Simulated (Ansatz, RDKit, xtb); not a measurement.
**C4H7N3O: ranking a sample of isomers**

Which of a sample of isomers of C4H7N3O is the most stable in the gas at 298.15 K, and what are its properties? The sample is small against all isomers, and the most stable one of this formula need not be in it.

Plan: many cheap relaxations first (GFN2-xTB), then density-functional screening, relaxation at r2SCAN-D4/def2-SVP, vibrations (at GFN2-xTB) and a final energy. The numbers are computed, not measured.

## (1) Possible bonding patterns

Isomers were taken from a list of plausible structures; this is a sample, not all of them. That gives 3 candidates.

```tsv
label	SMILES	spin
c215	COn1cc(N)cn1	singlet
c598	COc1n[nH]cc1N	singlet
c935	COc1[nH]ncc1N	singlet
```

Candidates are built by distance geometry, with a force field where one applies, in up to four conformers (letters a to d).

Q: Predict the outcome of this search (final energies at CCSD(T)/def2-SVP + MP2/def2-TZVPP - MP2/def2-SVP).

| quantity | value |
| --- | --- |
| lowest structure found | COc1n[nH]cc1N, singlet |
| next finalist | COc1[nH]ncc1N, singlet, 4.1 kcal/mol higher in G |
| share at equilibrium, among the finalists | 99.9 % |

The search ends on `COc1n[nH]cc1N`. The margin of 4.1 kcal/mol over the next finalist is beyond the usual error of the last level; it says nothing of structures that weren't ranked. GFN2-xTB, HF/STO-3G, r2SCAN-D4/def2-SVP, r2SCAN-D4/def2-SVP, relaxed, HF/def2-SVP and MP2/def2-SVP already put its bonding pattern lowest among the structures in one piece. Lowest found is not proven lowest: the search is finite, and each finalist counts with one conformer. Only 3 drawn patterns were tried, so whole families of isomers are missing, and the result ranks this sample alone.
